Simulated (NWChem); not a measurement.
**GaNH6 (Ga(NH3)H3): levels of theory compared**

We compute a comparison of 4 runs (HF/STO-3G, HF/3-21G, B3LYP/6-31G*) of GaNH6 (Ga(NH3)H3). 

The results are computed with NWChem 7.3.0.

## 1. The system as given

GaNH6: 8 atoms, total charge 0, spin state singlet. SMILES: `[H][Ga]([H])([H])<-[NH3]`. The shape comes from GFN2-xTB, which is rough for such elements, and wasn't checked as a minimum.

Bond lengths: Ga1–N2 2.117 Å, N2–H3 1.020 Å, N2–H4 1.020 Å, N2–H5 1.020 Å, Ga1–H6 1.531 Å, Ga1–H7 1.532 Å, Ga1–H8 1.531 Å. Some angles: Ga1–N2–H3 111.1°, Ga1–N2–H4 111.0°, Ga1–N2–H5 110.9°, N2–Ga1–H6 99.4°, N2–Ga1–H7 99.5°, N2–Ga1–H8 99.4°, H3–N2–H4 107.9°, H3–N2–H5 107.9°, H4–N2–H5 107.9°, H6–Ga1–H7 117.4°.

## 2. Energy and gradient at HF/STO-3G (run 1)

File nw.nw:

```
echo
START nw
TITLE "GaH6N"
memory 2200 mb

GEOMETRY units angstrom noautosym nocenter noautoz
   Ga    -0.002640     0.004230    -1.101770
   N      0.001700    -0.003350     1.015520
   H     -0.949110     0.025710     1.384890
   H      0.505890     0.803820     1.383800
   H      0.452430    -0.845160     1.375310
   H      1.507420    -0.023600    -1.354800
   H     -0.733360     1.327550    -1.347660
   H     -0.782330    -1.289210    -1.355290
END

BASIS spherical bse
   * library STO-3G
END

SCF
   thresh 1e-08
   maxiter 80
END

TASK scf gradient
```

Started as:

```bash
$ nwchem nw.nw > nw.out
```

The log of the run:

```text
[...]
  functions       =    29
[...]
  wavefunction    = RHF
[...]
         Total SCF energy =  -1958.116659138511
      One-electron energy =  -2992.487596601246
      Two-electron energy =    911.604691522139
 Nuclear repulsion energy =    122.766245940596
        Time for solution =      1.2s
[...]
                         RHF ENERGY GRADIENTS
    atom               coordinates                        gradient
                 x          y          z           x          y          z
   1 Ga     -0.004989   0.007994  -2.082043    0.000013  -0.000058   0.011199
   2 N       0.003213  -0.006331   1.919055    0.000028  -0.000195   0.045066
   3 H      -1.793558   0.048585   2.617063    0.008322  -0.000215  -0.005085
   4 H       0.955993   1.519000   2.615003   -0.004396  -0.007051  -0.005076
   5 H       0.854969  -1.597121   2.598959   -0.003923   0.007391  -0.005132
   6 H       2.848611  -0.044598  -2.560201    0.051974  -0.000942  -0.013723
   7 H      -1.385849   2.508706  -2.546708   -0.025174   0.045602  -0.013501
   8 H      -1.478389  -2.436254  -2.561127   -0.026844  -0.044532  -0.013749
[...]
```

It took 2 s on 1 thread of AMD EPYC 9R45 (Zen 5), shared host; peak memory 0.1 GiB.

## 3. Energy and gradient at HF/3-21G (run 2)

File mymol.nw:

```
start mymol
title "GaH6N gradient"
memory total 2200 mb
charge 0

geometry units angstroms noautosym nocenter noautoz
Ga   -0.002640    0.004230   -1.101770
N     0.001700   -0.003350    1.015520
H    -0.949110    0.025710    1.384890
H     0.505890    0.803820    1.383800
H     0.452430   -0.845160    1.375310
H     1.507420   -0.023600   -1.354800
H    -0.733360    1.327550   -1.347660
H    -0.782330   -1.289210   -1.355290
end

basis spherical bse
Ga library 3-21G
N library 3-21G
H library 3-21G
end

scf
thresh 1e-08
maxiter 80
print low
end

task scf gradient
```

Started as:

```bash
$ nwchem mymol.nw > mymol.out
```

The log of the run:

```text
[...]
  functions       =    43
[...]
  wavefunction    = RHF
[...]
         Total SCF energy =  -1971.454043333152
      One-electron energy =  -2997.787202852667
      Two-electron energy =    903.566913578920
 Nuclear repulsion energy =    122.766245940596
        Time for solution =      0.9s
[...]
                         RHF ENERGY GRADIENTS
    atom               coordinates                        gradient
                 x          y          z           x          y          z
   1 Ga     -0.004989   0.007994  -2.082043    0.000008  -0.000006  -0.019893
   2 N       0.003213  -0.006331   1.919055   -0.000096   0.000035  -0.007677
   3 H      -1.793558   0.048585   2.617063   -0.006317   0.000202   0.005870
   4 H       0.955993   1.519000   2.615003    0.003387   0.005347   0.005863
   5 H       0.854969  -1.597121   2.598959    0.003025  -0.005590   0.005709
   6 H       2.848611  -0.044598  -2.560201   -0.019635   0.000358   0.003409
   7 H      -1.385849   2.508706  -2.546708    0.009475  -0.017125   0.003306
   8 H      -1.478389  -2.436254  -2.561127    0.010154   0.016778   0.003413
 Task  times  cpu:        1.2s     wall:        1.2s
 Total times  cpu:        1.2s     wall:        1.2s
```

Wall time 1.7 s (1 thread of AMD EPYC 9R45 (Zen 5), shared host); peak memory 0.099 GiB.

## 4. Energy and gradient at B3LYP/6-31G(d) (spherical functions) (run 3)

File run.py:

```python
from ase import Atoms
from ase.calculators.nwchem import NWChem

system = Atoms(['Ga', 'N', 'H', 'H', 'H', 'H', 'H', 'H'], positions=[
    [-0.002640, 0.004230, -1.101770],
    [0.001700, -0.003350, 1.015520],
    [-0.949110, 0.025710, 1.384890],
    [0.505890, 0.803820, 1.383800],
    [0.452430, -0.845160, 1.375310],
    [1.507420, -0.023600, -1.354800],
    [-0.733360, 1.327550, -1.347660],
    [-0.782330, -1.289210, -1.355290],
])

calc = NWChem(
    label='input',
    theory='dft',
    memory='2200 mb',
    basis='6-31G*',
    basispar='spherical bse',
    dft={'xc': 'b3lyp', 'mult': '1', 'grid': 'xfine', 'convergence': 'energy 1e-08', 'iterations': '100', 'mulliken': None},
)
system.calc = calc

forces = system.get_forces()
e = system.get_potential_energy()
print(f"E = {e:.6f} eV")
print("forces (eV/A):")
for s, f in zip(system.symbols, forces):
    print(f"{s:2s} {f[0]:10.5f} {f[1]:10.5f} {f[2]:10.5f}")
print("dipole (e A):", system.get_dipole_moment().round(4))
```

Started as:

```bash
$ export ASE_NWCHEM_COMMAND="nwchem PREFIX.nwi > PREFIX.nwo"
$ python run.py
```

The log of the run:

```text
E = -53959.547383 eV
forces (eV/A):
Ga   -0.00278    0.00396   -0.08618
N     0.00355   -0.00077    0.47411
H     0.04484   -0.00283   -0.03044
H    -0.02484   -0.03800   -0.03054
H    -0.02185    0.03903   -0.02581
H     0.87001   -0.01620   -0.10202
H    -0.41930    0.75832   -0.09708
H    -0.44963   -0.74351   -0.10207
dipole (e A): [ 0.0024 -0.0043  1.1304]
```

The calculator wrote input.nwi:

```
title "input"

permanent_dir input

scratch_dir input

start input

geometry units angstrom nocenter noautosym noautoz
  Ga -2.6400000000000000e-03 4.2300000000000003e-03 -1.1017699999999999e+00
  N  1.6999999999999999e-03 -3.3500000000000001e-03 1.0155200000000000e+00
  H  -9.4911000000000001e-01 2.5710000000000000e-02 1.3848900000000000e+00
  H  5.0588999999999995e-01 8.0381999999999998e-01 1.3837999999999999e+00
  H  4.5243000000000000e-01 -8.4516000000000002e-01 1.3753100000000000e+00
  H  1.5074200000000000e+00 -2.3599999999999999e-02 -1.3548000000000000e+00
  H  -7.3336000000000001e-01 1.3275500000000000e+00 -1.3476600000000001e+00
  H  -7.8232999999999997e-01 -1.2892100000000000e+00 -1.3552900000000001e+00
end

memory 2200 mb

basis spherical bse noprint
   * library 6-31G*
end

dft
  xc b3lyp
  mult 1
  grid xfine
  convergence energy 1e-08
  iterations 100
  mulliken
end

task dft gradient
```

input.nwo (excerpt; [...] marks lines left out):

```text
[...]
         Total DFT energy =    -1982.976807366994
[...]
  wavefunction    = closed shell
                         DFT ENERGY GRADIENTS
    atom               coordinates                        gradient
                 x          y          z           x          y          z
   1 Ga     -0.004989   0.007994  -2.082043    0.000054  -0.000077   0.001676
   2 N       0.003213  -0.006331   1.919055   -0.000069   0.000015  -0.009220
   3 H      -1.793558   0.048585   2.617063   -0.000872   0.000055   0.000592
[... 4 lines of this table left out ...]
   8 H      -1.478389  -2.436254  -2.561127    0.008744   0.014459   0.001985
[...]
```

It took 13 s on 1 thread of AMD EPYC 9R45 (Zen 5), shared host; peak memory 0.14 GiB.

## 5. Energy and forces at B3LYP/6-31G(d) (Cartesian functions) (run 4)

File gah6n.nw:

```
start gah6n
title "GaH6N B3LYP"
memory stack 880 mb heap 220 mb global 1100 mb
charge 0
geometry noautosym nocenter noautoz
  Ga    -0.002640     0.004230    -1.101770
  N      0.001700    -0.003350     1.015520
  H     -0.949110     0.025710     1.384890
  H      0.505890     0.803820     1.383800
  H      0.452430    -0.845160     1.375310
  H      1.507420    -0.023600    -1.354800
  H     -0.733360     1.327550    -1.347660
  H     -0.782330    -1.289210    -1.355290
end
basis cartesian
  * library 6-31G*
end
dft
  xc b3lyp
  grid xfine
  convergence energy 1e-08
  maxiter 100
  mulliken
  print medium
end
task dft gradient
```

Started as:

```bash
$ nwchem gah6n.nw > gah6n.out
```

The log of the run:

```text
[...]
          Wavefunction type:  closed shell.
          No. of atoms     :     8
          No. of electrons :    44
[...]
          Charge           :     0
          Spin multiplicity:     1
[...]
          AO basis - number of functions:    62
[...]
              XC Information
              --------------
                         B3LYP Method XC Potential
                     Hartree-Fock (Exact) Exchange  0.200
                        Slater Exchange Functional  0.800 local
                    Becke 1988 Exchange Functional  0.720 non-local
              Lee-Yang-Parr Correlation Functional  0.810
                  VWN I RPA Correlation Functional  0.190 local
[...]
 d= 0,ls=0.0,diis     1  -1982.9528441411 -2.11D+03  9.81D-03  7.43D-01     1.5
[...]
 d= 0,ls=0.0,diis     7  -1982.9829877780 -6.68D-09  8.83D-07  6.64D-09     8.4
         Total DFT energy =    -1982.982987777965
      One electron energy =    -3006.317675769271
           Coulomb energy =      984.772868929351
    Exchange-Corr. energy =      -84.204426878641
 Nuclear repulsion energy =      122.766245940596
[...]
      Total Density - Mulliken Population Analysis
     ---------------------------------------------
    Atom       Charge   Shell Charges
 -----------   ------   -------------------------------------------------------
    1 Ga  31    31.22   2.00  1.99  6.00  1.95  5.99  1.31  1.69  0.10  0.24  6.85  2.93  0.16
    2 N    7     7.88   1.99  0.78  2.54  0.90  1.64  0.04
    3 H    1     0.62   0.49  0.13
    4 H    1     0.62   0.49  0.13
    5 H    1     0.62   0.49  0.13
    6 H    1     1.01   0.50  0.51
    7 H    1     1.01   0.50  0.51
    8 H    1     1.01   0.50  0.51
[...]
  wavefunction    = closed shell
                         DFT ENERGY GRADIENTS
    atom               coordinates                        gradient
                 x          y          z           x          y          z
   1 Ga     -0.004989   0.007994  -2.082043    0.000055  -0.000078   0.001922
   2 N       0.003213  -0.006331   1.919055   -0.000068   0.000014  -0.008711
   3 H      -1.793558   0.048585   2.617063   -0.001019   0.000060   0.000383
   4 H       0.955993   1.519000   2.615003    0.000560   0.000864   0.000384
   5 H       0.854969  -1.597121   2.598959    0.000494  -0.000887   0.000290
   6 H       2.848611  -0.044598  -2.560201   -0.016106   0.000300   0.001941
   7 H      -1.385849   2.508706  -2.546708    0.007760  -0.014034   0.001849
   8 H      -1.478389  -2.436254  -2.561127    0.008324   0.013762   0.001942
[...]
```

Wall time 12 s (1 thread of AMD EPYC 9R45 (Zen 5), shared host); peak memory 0.14 GiB.

## 6. Overview of the runs

```csv
run,level,iteration cap,module,energy (Eh),dipole moment (D),HOMO energy (eV),LUMO energy (eV),wall time
1,HF/STO-3G,80,scf,-1958.116659,6.06,-5.43,10.30,2 s
2,HF/3-21G,80,scf,-1971.454043,–,–,–,1.7 s
3,B3LYP/6-31G* (spherical functions),100,dft,-1982.976807,5.43,-7.21,-0.22,13 s
4,B3LYP/6-31G* (Cartesian functions),100,dft,-1982.982988,5.42,-7.21,-0.25,12 s
```

## 7. What came out

```
                       quantity           value
            run 4: total energy  -1982.98299 Eh
           run 4: dipole moment          5.42 D
             run 4: HOMO energy        -7.21 eV
             run 4: LUMO energy        -0.25 eV
           run 4: HOMO–LUMO gap         6.96 eV
run 4: largest force on an atom      0.834 eV/Å
```

What this shows: Over runs 1, 3, 4 the dipole moment (its size) runs from 5.42 D (B3LYP/6-31G*) to 6.06 D (HF/STO-3G). The two ends differ in method and basis. Over runs 1, 3, 4 the HOMO–LUMO gap runs from 6.96 eV (B3LYP/6-31G*) to 15.73 eV (HF/STO-3G). In run 1 the basis is minimal, so the values are rough. All runs together took 28 s, the longest 13 s.
